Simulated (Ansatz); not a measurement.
# CH₉BOSi₂: geometry optimisation

What shape does CH₉BOSi₂ take? The plan is to relax it.

Program: Ansatz 0.2.0, Gaussian basis. Level of theory: RKS PBE0-D4/def2-TZVP. These are calculated values, not measurements.

Plan: relaxation at PBE-D4/def2-SVP; relaxation at PBE0-D4/def2-TZVP.

## Step 1: Where the work starts

SMILES `B[SiH2]OC[SiH3]`, 14 atoms, charge 0, spin multiplicity 1.

Atoms are counted from 1 here; the program's logs count them from 0.

Bond lengths: B1–Si2 1.889 Å, B1–H6 1.186 Å, B1–H7 1.207 Å, Si2–O3 1.731 Å, Si2–H8 1.470 Å, Si2–H9 1.509 Å, O3–C4 1.389 Å, C4–Si5 1.834 Å, C4–H10 1.071 Å, C4–H11 1.189 Å, Si5–H12 1.498 Å, Si5–H13 1.525 Å, Si5–H14 1.438 Å. Angles: Si2–B1–H6 123.3°, Si2–B1–H7 119.7°, H6–B1–H7 116.6°, B1–Si2–O3 110.1°, B1–Si2–H8 110.8°, B1–Si2–H9 107.7°, O3–Si2–H8 109.6°, O3–Si2–H9 109.3°, H8–Si2–H9 109.3°, Si2–O3–C4 111.3°, O3–C4–Si5 111.4°, O3–C4–H10 113.3°, O3–C4–H11 104.9°, Si5–C4–H10 111.4°, Si5–C4–H11 106.3°, H10–C4–H11 109.1°, C4–Si5–H12 107.1°, C4–Si5–H13 110.3° and more.

Coordinates:

```mol
CH9BOSi2
  3D, bonds by distance, orders not assigned

 14 13  0  0  0  0  0  0  0  0999 V2000
   -1.8934   -1.1884    1.5317 B   0  0
   -0.0204   -1.2420    1.2919 Si  0  0
    0.5343    0.2446    0.5990 O   0  0
    0.5049    0.1968   -0.7889 C   0  0
    1.0235    1.7948   -1.5253 Si  0  0
   -2.4148   -1.2251    2.5963 H   0  0
   -2.6121   -0.9805    0.5841 H   0  0
    0.3619   -2.3651    0.4232 H   0  0
    0.6102   -1.4247    2.6510 H   0  0
    1.0636   -0.6206   -1.1963 H   0  0
   -0.6436    0.0593   -1.0661 H   0  0
    2.4510    2.0197   -1.1313 H   0  0
    0.1593    2.9298   -0.9868 H   0  0
    0.8625    1.7722   -2.9538 H   0  0
  1  2  8  0
  2  3  8  0
  3  4  8  0
  4  5  8  0
  1  6  8  0
  1  7  8  0
  2  8  8  0
  2  9  8  0
  4 10  8  0
  4 11  8  0
  5 12  8  0
  5 13  8  0
  5 14  8  0
M  END
```

The start is a force-field geometry with small random shifts, so a cheaper pass at PBE-D4/def2-SVP comes first.

## Step 2: Optimising with PBE-D4/def2-SVP (cheap first pass)

in.yaml reads:

```yaml
crystal:
  periodic: [false, false, false]
  atoms:
    - {symbol: B, position_ang: [-1.893400, -1.188400, 1.531700]}
    - {symbol: Si, position_ang: [-0.020400, -1.242000, 1.291900]}
    - {symbol: O, position_ang: [0.534300, 0.244600, 0.599000]}
    - {symbol: C, position_ang: [0.504900, 0.196800, -0.788900]}
    - {symbol: Si, position_ang: [1.023500, 1.794800, -1.525300]}
    - {symbol: H, position_ang: [-2.414800, -1.225100, 2.596300]}
    - {symbol: H, position_ang: [-2.612100, -0.980500, 0.584100]}
    - {symbol: H, position_ang: [0.361900, -2.365100, 0.423200]}
    - {symbol: H, position_ang: [0.610200, -1.424700, 2.651000]}
    - {symbol: H, position_ang: [1.063600, -0.620600, -1.196300]}
    - {symbol: H, position_ang: [-0.643600, 0.059300, -1.066100]}
    - {symbol: H, position_ang: [2.451000, 2.019700, -1.131300]}
    - {symbol: H, position_ang: [0.159300, 2.929800, -0.986800]}
    - {symbol: H, position_ang: [0.862500, 1.772200, -2.953800]}
basis:
  gaussian: {orbitals: def2-SVP}
hamiltonian: {xc: pbe, dispersion: d4}
relax: {f_tol: 0.03, max_steps: 200}
```

Launch:

```console
$ ansatz run in.yaml --threads 4 --pin off --events-out ev --progress --plain --max-ram 10444MiB
```

The program printed, cut to the lines that bear on the results:

```text
Functional definition: PBE
  name "PBE"
  cite "Perdew, Burke & Ernzerhof, Phys. Rev. Lett. 77, 3865 (1996) doi:10.1103/PhysRevLett.77.3865"
  parent pbe
[...]
1369 factors; their error is unknown
[...]
mean field -19639.12593356 eV, -721.7245661806 hartree, gradient 1.4e-5 eV, S^2 0.000000; 0 other end points of the search recorded, 0 dependent functions left out
[...]
reference -19639.12597951 eV, -721.7245678692 hartree; 28, 28 occupied and 95, 95 virtual orbitals, 1369 factors
relax step   1: F+E_penalty+E_count = -19639.42621361 eV  Δ(F+E_penalty+E_count) = +0.000e0 eV  max|allowed force component| = 3.580e0 eV/Å  Δτ_max = 0.0000 Å  (27 SCF iters, accepted)
[...]
relax step   4: F+E_penalty+E_count = -19640.04900394 eV  Δ(F+E_penalty+E_count) = -3.073e-2 eV  max|allowed force component| = 2.915e-1 eV/Å  Δτ_max = 0.0443 Å  (29 SCF iters, accepted)
[...]
relax step   7: F+E_penalty+E_count = -19640.10148616 eV  Δ(F+E_penalty+E_count) = -1.669e-2 eV  max|allowed force component| = 5.964e-2 eV/Å  Δτ_max = 0.0951 Å  (29 SCF iters, accepted)
[...]
relax step  10: F+E_penalty+E_count = -19640.10832564 eV  Δ(F+E_penalty+E_count) = +3.347e-3 eV  max|allowed force component| = 2.345e-1 eV/Å  Δτ_max = 0.0972 Å  (29 SCF iters, rejected (line search))
[...]
reference -19639.82119406 eV, -721.7501165327 hartree; 28, 28 occupied and 95, 95 virtual orbitals, 1369 factors
Total energy: -19640.11336923 eV, -721.7608537721 hartree
Atom 0 at    -1.980578    -1.153011     1.492936 Å, force    -0.010434     0.000212    -0.003557 eV/Å
Atom 1 at     0.027586    -1.190602     1.424495 Å, force     0.008523     0.011305    -0.005549 eV/Å
Atom 2 at     0.739285     0.016253     0.470809 Å, force    -0.009184     0.005441    -0.011853 eV/Å
Atom 3 at     0.449896     0.126765    -0.920126 Å, force    -0.001789    -0.007188     0.016834 eV/Å
Atom 4 at     1.036688     1.842559    -1.519801 Å, force     0.005598    -0.007394    -0.001813 eV/Å
Atom 5 at    -2.552682    -1.878275     2.287758 Å, force    -0.001168     0.006458    -0.006961 eV/Å
Atom 6 at    -2.674812    -0.458917     0.772967 Å, force     0.003518    -0.008841     0.009443 eV/Å
Atom 7 at     0.428265    -2.566250     0.918259 Å, force     0.002998    -0.011593    -0.001811 eV/Å
Atom 8 at     0.628094    -1.002802     2.790977 Å, force     0.002277     0.000098     0.004686 eV/Å
Atom 9 at     0.959765    -0.676177    -1.507237 Å, force    -0.001663     0.003612    -0.001052 eV/Å
Atom 10 at    -0.643096     0.019762    -1.134858 Å, force     0.004793     0.005331     0.001073 eV/Å
Atom 11 at     2.510526     1.996954    -1.270464 Å, force    -0.000738    -0.000408     0.000192 eV/Å
Atom 12 at     0.292582     2.919100    -0.780572 Å, force    -0.001671     0.002890     0.001156 eV/Å
Atom 13 at     0.765381     1.975441    -2.996443 Å, force    -0.001060     0.000078    -0.000788 eV/Å
Dipole moment:    -0.193198    -0.163595    -0.086952 e Å
```

Run time: 17 s. Hardware: 4 threads of Arm Neoverse V2, shared host.

Along the way: (the energy doesn't fall at every step)

```csv
step,energy from step 1 (eV),largest force component (eV/Å)
1,0.0000,3.5803
2,-0.5191,1.0166
3,-0.5921,0.5216
4,-0.6228,0.2915
5,-0.6586,0.1983
6,-0.6181,0.8591
7,-0.6753,0.0596
8,-0.6814,0.0822
9,-0.6855,0.0586
10,-0.6821,0.2345
11,-0.6868,0.0227
12,-0.6871,0.0168
```

The force was under the threshold of 0.03 eV/Å already at step 11, but the program went on to step 12.

Close pairs (by a distance rule), those that changed most:

```csv
bond,before (Å),after (Å),change (Å)
B1–Si2,1.889,2.010,+0.121
C4–Si5,1.834,1.910,+0.076
C4–H11,1.189,1.119,-0.070
Si5–H14,1.438,1.507,+0.070
Si2–H8,1.470,1.520,+0.049
C4–H10,1.071,1.118,+0.047
Si2–O3,1.731,1.695,-0.037
O3–C4,1.389,1.425,+0.036
```

## Step 3: Relaxation at PBE0-D4/def2-TZVP

in.yaml reads:

```yaml
crystal:
  periodic: [false, false, false]
  atoms:
    - {symbol: B, position_ang: [-1.980578, -1.153011, 1.492936]}
    - {symbol: Si, position_ang: [0.027586, -1.190602, 1.424495]}
    - {symbol: O, position_ang: [0.739285, 0.016253, 0.470809]}
    - {symbol: C, position_ang: [0.449896, 0.126765, -0.920126]}
    - {symbol: Si, position_ang: [1.036688, 1.842559, -1.519801]}
    - {symbol: H, position_ang: [-2.552682, -1.878275, 2.287758]}
    - {symbol: H, position_ang: [-2.674812, -0.458917, 0.772967]}
    - {symbol: H, position_ang: [0.428265, -2.566250, 0.918259]}
    - {symbol: H, position_ang: [0.628094, -1.002802, 2.790977]}
    - {symbol: H, position_ang: [0.959765, -0.676177, -1.507237]}
    - {symbol: H, position_ang: [-0.643096, 0.019762, -1.134858]}
    - {symbol: H, position_ang: [2.510526, 1.996954, -1.270464]}
    - {symbol: H, position_ang: [0.292582, 2.919100, -0.780572]}
    - {symbol: H, position_ang: [0.765381, 1.975441, -2.996443]}
basis:
  gaussian: {orbitals: def2-TZVP}
hamiltonian: {xc: pbe0, dispersion: d4}
relax: {f_tol: 0.005, max_steps: 150}
```

The command is unchanged.

The program printed, cut to the lines that bear on the results:

```text
Functional definition: PBE0
  name "PBE0"
  cite "Adamo & Barone, J. Chem. Phys. 110, 6158 (1999) doi:10.1063/1.478522"
  cite "Perdew, Burke & Ernzerhof, Phys. Rev. Lett. 77, 3865 (1996) doi:10.1103/PhysRevLett.77.3865"
  parent pbe
[...]
1432 factors; their error is unknown
[...]
mean field -19652.04780282 eV, -722.1994361172 hartree, gradient 3.1e-5 eV, S^2 0.000000; 0 other end points of the search recorded, 0 dependent functions left out
[...]
reference -19652.04784685 eV, -722.1994377353 hartree; 28, 28 occupied and 193, 193 virtual orbitals, 1432 factors
relax step   1: F+E_penalty+E_count = -19652.29742919 eV  Δ(F+E_penalty+E_count) = +0.000e0 eV  max|allowed force component| = 7.284e-1 eV/Å  Δτ_max = 0.0000 Å  (27 SCF iters, accepted)
[...]
Atom 4 at     1.095230     1.814136    -1.535917 Å, force     0.001300     0.002082     0.000142 eV/Å
Atom 5 at    -2.481197    -2.043563     2.214630 Å, force     0.000130    -0.000185    -0.000260 eV/Å
Atom 6 at    -2.705477    -0.605907     0.783877 Å, force    -0.000143    -0.000126    -0.000416 eV/Å
Atom 7 at     0.521751    -2.440935     0.882115 Å, force    -0.000466     0.000218    -0.000156 eV/Å
Atom 8 at     0.588595    -0.937862     2.783815 Å, force    -0.000461     0.000126    -0.000276 eV/Å
Atom 9 at     0.780028    -0.649547    -1.417452 Å, force    -0.000329     0.000063    -0.000348 eV/Å
Atom 10 at    -0.725776     0.194878    -1.057445 Å, force    -0.000142    -0.000181    -0.000556 eV/Å
Atom 11 at     2.566000     1.822735    -1.330668 Å, force    -0.000797     0.000038    -0.000154 eV/Å
Atom 12 at     0.490475     2.975772    -0.835089 Å, force     0.000370    -0.001226    -0.000841 eV/Å
Atom 13 at     0.800602     1.910465    -2.992207 Å, force    -0.000167     0.000118     0.000464 eV/Å
Dipole moment:    -0.187082    -0.137956    -0.110505 e Å
```

It took 66 s on 4 threads of Arm Neoverse V2, shared host; peak memory 0.66 GiB.

Along the way: (the energy doesn't fall at every step)

```csv
step,energy from step 1 (eV),largest force component (eV/Å)
1,0.0000,0.7284
2,-0.0555,0.4530
3,-0.0666,0.0642
4,-0.0670,0.0179
5,-0.0671,0.0198
6,-0.0672,0.0251
7,-0.0673,0.0266
8,-0.0677,0.0254
9,-0.0678,0.0203
10,-0.0681,0.0402
11,-0.0682,0.0445
12,-0.0672,0.1064
13,-0.0683,0.0151
14,-0.0684,0.0131
15,-0.0684,0.0084
16,-0.0684,0.0065
17,-0.0684,0.0043
```

Close pairs (by a distance rule), those that changed most:

```csv
bond,before (Å),after (Å),change (Å)
Si2–O3,1.695,1.654,-0.041
B1–H6,1.219,1.197,-0.021
B1–H7,1.217,1.196,-0.021
C4–Si5,1.910,1.889,-0.021
Si2–H8,1.520,1.500,-0.020
C4–H11,1.119,1.100,-0.019
Si5–H14,1.507,1.489,-0.018
C4–H10,1.118,1.100,-0.018
```

Mulliken charges of the relaxed molecule (report file):

B1 -0.08; Si2 0.26; O3 -0.35; C4 -0.20; Si5 0.17; H6 0.04; H7 0.04; H8 -0.04; H9 -0.02; H10 0.12; H11 0.12; H12 -0.02; H13 -0.02; H14 -0.03

## Step 4: Results

```
                  quantity           value
               point group              C1
                     steps         12 + 17
shift from the start (rms)         0.380 Å
              total energy  -19652.3659 eV
           dispersion term        -251 meV
             dipole moment          1.24 D
```

The atoms moved 0.38 Å (rms) from the start; the bond that changed most is B1–Si2, from 1.889 to 2.006 Å. No vibrations were run, so it is not proven to be a minimum. The largest Mulliken charge, -0.35 e, sits on O3.
